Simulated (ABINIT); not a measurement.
A run of ABINIT 10.8.3 (patched build) is set up as follows.

File run.abi:

```
# Datasets: ground state, then fixed potential
ndtset 2

# Pseudopotentials
pp_dirpath "./"
pseudos "Ta.LDA_PW-JTH.xml, V.LDA_PW-JTH.xml, N.LDA_PW-JTH.xml"

# Structure
acell 3.049867 3.049867 4.296062 Angstrom
rprim
     1.0000000000     0.0000000000     0.0000000000
     0.0000000000     1.0000000000     0.0000000000
     0.0000000000     0.0000000000     1.0000000000
ntypat 3
znucl 73 23 7
natom 4
typat 1 2 3 3
xred
     0.0000000000     0.0000000000     0.0000000000
     0.5000000000     0.5000000000     0.5000000000
     0.5000000000     0.5000000000     0.0000000000
     0.0000000000     0.0000000000     0.5000000000

# Plane-wave basis
ecut 26.0
pawecutdg 48.0

# Exchange and correlation
ixc 7

# Bands and occupations
occopt 3
tsmear 0.05 eV

# Spin
nsppol 2
spinat
     0.0000000000     0.0000000000     0.0000000000
     0.0000000000     0.0000000000     2.0000000000
     0.0000000000     0.0000000000     0.0000000000
     0.0000000000     0.0000000000     0.0000000000

# SCF cycle
nstep 100

# Output
iomode 3
prtwf 0
prteig 0
prtebands 0
enunit 1
prtden1 1
prtvha1 1
prtvclmb1 1
prtpot1 1

# Dataset 1
kptopt1 1
ngkpt1 8 8 5
nshiftk1 1
shiftk1 0.0 0.0 0.0
nband1 23
tolvrs1 1.0e-9

# Dataset 2: bands along G-X-M-G-Z-R-A-Z
iscf2 -2
getden2 1
nband2 29
nbdbuf2 4
tolwfr2 1.0e-11
kptopt2 -7
ndivsm2 8
prteig2 1
kptbounds2
     0.0000000000     0.0000000000     0.0000000000
     0.0000000000     0.5000000000     0.0000000000
     0.5000000000     0.5000000000     0.0000000000
     0.0000000000     0.0000000000     0.0000000000
     0.0000000000     0.0000000000     0.5000000000
     0.0000000000     0.5000000000     0.5000000000
     0.5000000000     0.5000000000     0.5000000000
     0.0000000000     0.0000000000     0.5000000000
```

Potentials or basis: JTH PAW LDA v2.0.

Run with:

```bash
$ abinit run.abi > log 2>&1
```

(1) What does it give for the pressure?

(2) Estimate the net moment.

Answers

(1) -19.0 GPa.

(2) 0.49 μB per cell.

Caveat: spin-orbit coupling is left out, which moves the levels of the heavy elements.
